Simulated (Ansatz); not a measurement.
# CH₆Cl₂O₄Si₂: basis-set convergence

One table from this session's results is given with a row withheld; the runs are named, their logs left out.

Computed with Ansatz 0.2.0, Gaussian basis. Level: one geometry, several basis sets.

The runs, in order: PBE0-D4/def2-SVP; ωB97M-V/def2-SVP; PBE0-D4/def2-QZVPP; ωB97M-V/def2-QZVPP; the functionals' def2-TZVPP values are taken from earlier runs.

1 further run of the same task is left out (it didn't finish).

## Structure used throughout

All runs share one geometry, relaxed beforehand with PBE0-D4 in a triple-zeta def2 set.

SMILES `O[Si](O)(Cl)C[Si](O)(O)Cl`, 15 atoms, charge 0, spin multiplicity 1.

Atoms are counted from 1 here; the program's logs count them from 0.

Bond lengths: O1–Si2 1.622 Å, O1–H10 0.959 Å, Si2–O3 1.626 Å, Si2–Cl4 2.082 Å, Si2–C5 1.846 Å, O3–H11 0.962 Å, C5–Si6 1.846 Å, C5–H12 1.096 Å, C5–H13 1.096 Å, Si6–O7 1.622 Å, Si6–O8 1.626 Å, Si6–Cl9 2.082 Å, O7–H14 0.959 Å, O8–H15 0.962 Å. Angles: Si2–O1–H10 118.3°, O1–Si2–O3 108.5°, O1–Si2–Cl4 109.1°, O1–Si2–C5 108.9°, O3–Si2–Cl4 108.0°, O3–Si2–C5 114.2°, Cl4–Si2–C5 108.0°, Si2–O3–H11 116.6°, Si2–C5–Si6 116.5°, Si2–C5–H12 108.8°, Si2–C5–H13 107.4°, Si6–C5–H12 107.4°, Si6–C5–H13 108.8°, H12–C5–H13 107.6°, C5–Si6–O7 108.9°, C5–Si6–O8 114.2°, C5–Si6–Cl9 108.0°, O7–Si6–O8 108.5° and more.

Set-up of the first run:

in.yaml reads:

```yaml
crystal:
  periodic: [false, false, false]
  atoms:
    - {symbol: O, position_ang: [-0.384159, -0.689104, -2.878514]}
    - {symbol: Si, position_ang: [0.330678, -0.561982, -1.427681]}
    - {symbol: O, position_ang: [1.039720, -1.982268, -1.075238]}
    - {symbol: Cl, position_ang: [1.816260, 0.893502, -1.524455]}
    - {symbol: C, position_ang: [-0.923386, -0.015372, -0.188804]}
    - {symbol: Si, position_ang: [-0.274227, 0.562972, 1.439199]}
    - {symbol: O, position_ang: [-1.504696, 0.657487, 2.492326]}
    - {symbol: O, position_ang: [0.470268, 2.007561, 1.383967]}
    - {symbol: Cl, position_ang: [1.100135, -0.844699, 2.120647]}
    - {symbol: H, position_ang: [0.120988, -1.063166, -3.602736]}
    - {symbol: H, position_ang: [1.464309, -2.050552, -0.215125]}
    - {symbol: H, position_ang: [-1.510283, 0.804360, -0.617808]}
    - {symbol: H, position_ang: [-1.605004, -0.856243, -0.019151]}
    - {symbol: H, position_ang: [-1.336460, 1.042381, 3.354384]}
    - {symbol: H, position_ang: [1.195849, 2.095114, 0.758988]}
basis:
  gaussian: {orbitals: def2-SVP}
hamiltonian: {xc: pbe0, dispersion: d4}
output: {orbitals: {seedname: orbitals}}
```

Among the steps run: PBE0-D4 in def2-SVP; ωB97M-V in def2-SVP; PBE0-D4 in def2-QZVPP; ωB97M-V in def2-QZVPP.

One of the session's tables, all rows but one given; the rest of the session is left out.

It belongs to the step «Functionals by basis». 

```
functional       basis  HOMO (eV)  LUMO (eV)
   PBE0-D4    def2-SVP      -8.97       0.97
   PBE0-D4  def2-TZVPP      -9.16       0.31
   PBE0-D4  def2-QZVPP      -9.21      -0.07
   ωB97M-V    def2-SVP     -11.25       2.68
   ωB97M-V  def2-TZVPP     -11.47       1.82
   ωB97M-V  def2-QZVPP          ?          ?
```

Q: Estimate the row for ωB97M-V, def2-QZVPP from the others.

As computed: HOMO (eV): -11.51; LUMO (eV): 1.20. In the column «HOMO (eV)» it is the lowest.
